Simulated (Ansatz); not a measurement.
**CH₃BClFO: basis-set convergence**

One table from this session's results is given with a row withheld; the runs are named, their logs left out.

Computed with Ansatz 0.2.0, Gaussian basis. Level: one geometry, several basis sets.

Levels to be run: PBE0-D4/def2-SVP; ωB97M-V/def2-SVP; PBE0-D4/def2-QZVPP; ωB97M-V/def2-QZVPP; the functionals' def2-TZVPP values are taken from earlier runs.

## The relaxed structure

An earlier PBE0-D4 in a triple-zeta def2 set relaxation fixed the geometry.

SMILES `OC(F)BCl`, 8 atoms, charge 0, spin multiplicity 1.

Atoms are counted from 1 here; the program's logs count them from 0.

Bond lengths: O1–C2 1.377 Å, O1–H6 0.962 Å, C2–F3 1.399 Å, C2–B4 1.589 Å, C2–H7 1.097 Å, B4–Cl5 1.733 Å, B4–H8 1.189 Å. Angles: C2–O1–H6 109.9°, O1–C2–F3 110.4°, O1–C2–B4 107.3°, O1–C2–H7 112.0°, F3–C2–B4 106.9°, F3–C2–H7 105.2°, B4–C2–H7 114.8°, C2–B4–Cl5 119.9°, C2–B4–H8 120.8°, Cl5–B4–H8 119.3°.

Set-up of the first run:

The input, in.yaml:

```yaml
crystal:
  periodic: [false, false, false]
  atoms:
    - {symbol: O, position_ang: [-0.045544, 0.346895, 1.395699]}
    - {symbol: C, position_ang: [0.458898, 0.058770, 0.147328]}
    - {symbol: F, position_ang: [1.315070, -1.045417, 0.209214]}
    - {symbol: B, position_ang: [-0.767165, -0.356727, -0.774672]}
    - {symbol: Cl, position_ang: [-1.105675, 0.541101, -2.217197]}
    - {symbol: H, position_ang: [0.620530, 0.802361, 1.920178]}
    - {symbol: H, position_ang: [1.073178, 0.877479, -0.246575]}
    - {symbol: H, position_ang: [-1.457192, -1.281562, -0.489875]}
basis:
  gaussian: {orbitals: def2-SVP}
hamiltonian: {xc: pbe0, dispersion: d4}
output: {orbitals: {seedname: orbitals}}
```

Run with:

```bash
> ansatz run in.yaml --threads 2 --pin off --events-out ev --progress --plain --max-ram 4352MiB
```

Steps of the session up to this table: PBE0-D4 in def2-SVP; ωB97M-V in def2-SVP; PBE0-D4 in def2-QZVPP; ωB97M-V in def2-QZVPP.

One of the session's tables, all rows but one given; the rest of the session is left out.

It belongs to the step «Density functionals: the series». 

```
functional       basis  HOMO (eV)  LUMO (eV)
   PBE0-D4    def2-SVP      -8.46      -1.64
   PBE0-D4  def2-TZVPP      -8.63      -1.86
   PBE0-D4  def2-QZVPP          ?          ?
   ωB97M-V    def2-SVP     -10.74       0.51
   ωB97M-V  def2-TZVPP     -10.94       0.22
   ωB97M-V  def2-QZVPP     -10.99       0.14
```

**Question.** Estimate the row for PBE0-D4, def2-QZVPP.

**Answer.** HOMO (eV): -8.67; LUMO (eV): -1.91. In the column «HOMO (eV)» it lies between ωB97M-V, def2-SVP (-10.74) and PBE0-D4, def2-TZVPP (-8.63).
